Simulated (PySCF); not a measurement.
# A diatomic session: InB−

The task here is to estimate one member of a computed series from the others.

Computed with PySCF 2.14.0. Level: In aug-cc-pVDZ-PP with ECP28, B aug-cc-pVDZ, scalar-relativistic core potentials.

3 further runs of the same task are left out: 3 set aside as unsound or not needed.

The first run:

The job is set up so:

```
atoms                         : In, B
charge                        : -1
basis                         : In aug-cc-pVDZ-PP with ECP28, B aug-cc-pVDZ
Hamiltonian                   : scalar-relativistic core potentials
basis functions               : 55
electrons treated             : 27
masses in u                   : 114.9039, 11.0093
levels                        : PBE0, PBE, r²SCAN, B97-3, PBEsol, BLYP, ωB97X, HF, MP2, SCS-MP2, CCSD, CCSD(T)
grid                          : 80 radial by 434 angular points
occupations                   : held fixed by the projection of orbital angular momentum
dissociation limit            : In− + B, each in its ground configuration
starting distance in angstrom : 2.305
values of 2S to try           : 1, 3
```

Launch:

```console
> OMP_NUM_THREADS=1 python dia.py task.json out
```

Steps of the session up to this table: Input; The PBE0 curve of the state that the search chose; PBE (GGA); r²SCAN; B97-3; PBEsol; BLYP (GGA); ωB97X; UHF; MP2 and coupled cluster.

One of the session's tables, all rows but one given; the rest of the session is left out.

Energy (eV) from each level's lowest point:

| R (Å) | UHF | UHF-MP2 | UHF-SCS-MP2 | UHF-CCSD | UHF-CCSD(T) |
| --- | --- | --- | --- | --- | --- |
| 1.955 | 0.627 | 0.685 | 0.689 | n/a | n/a |
| 2.046 | 0.267 | 0.320 | 0.320 | 0.320 | 0.335 |
| 2.137 | 0.075 | 0.111 | 0.110 | 0.111 | 0.120 |
| 2.205 | ? | ? | ? | ? | ? |
| 2.273 | 0.000 | 0.000 | 0.000 | 0.000 | 0.000 |
| 2.341 | 0.026 | 0.008 | 0.010 | 0.006 | 0.002 |
| 2.432 | 0.102 | 0.066 | 0.073 | 0.058 | 0.048 |
| 2.546 | 0.240 | 0.194 | 0.209 | 0.169 | 0.152 |
| 2.682 | 0.437 | 0.401 | 0.425 | 0.341 | 0.316 |
| 2.864 | 0.712 | 0.757 | 0.764 | n/a | n/a |

Q: Estimate the row for R (Å) = 2.205 from the others.

Worked estimate for «UHF». A straight line through the neighbours (2.137, 0.075) and (2.273, 0.000) gives 0.075 + (0.000 − 0.075) × (2.205 − 2.137) / (2.273 − 2.137) = 0.037; a parabola fitted to 4 rows on both sides gives 0.009.

**Answer.** UHF: 0.012; UHF-MP2: 0.031; UHF-SCS-MP2: 0.030; UHF-CCSD: 0.031; UHF-CCSD(T): 0.036. In «UHF» the line misses by +0.025 and the parabola by -0.003.

Limits of these values: Lowest PBE0 solution found, without spin–orbit coupling: ⁴Σ⁻ (quartet), unpaired electrons σ ↑, π ↑↑. Warnings in the runs' records: inverted.
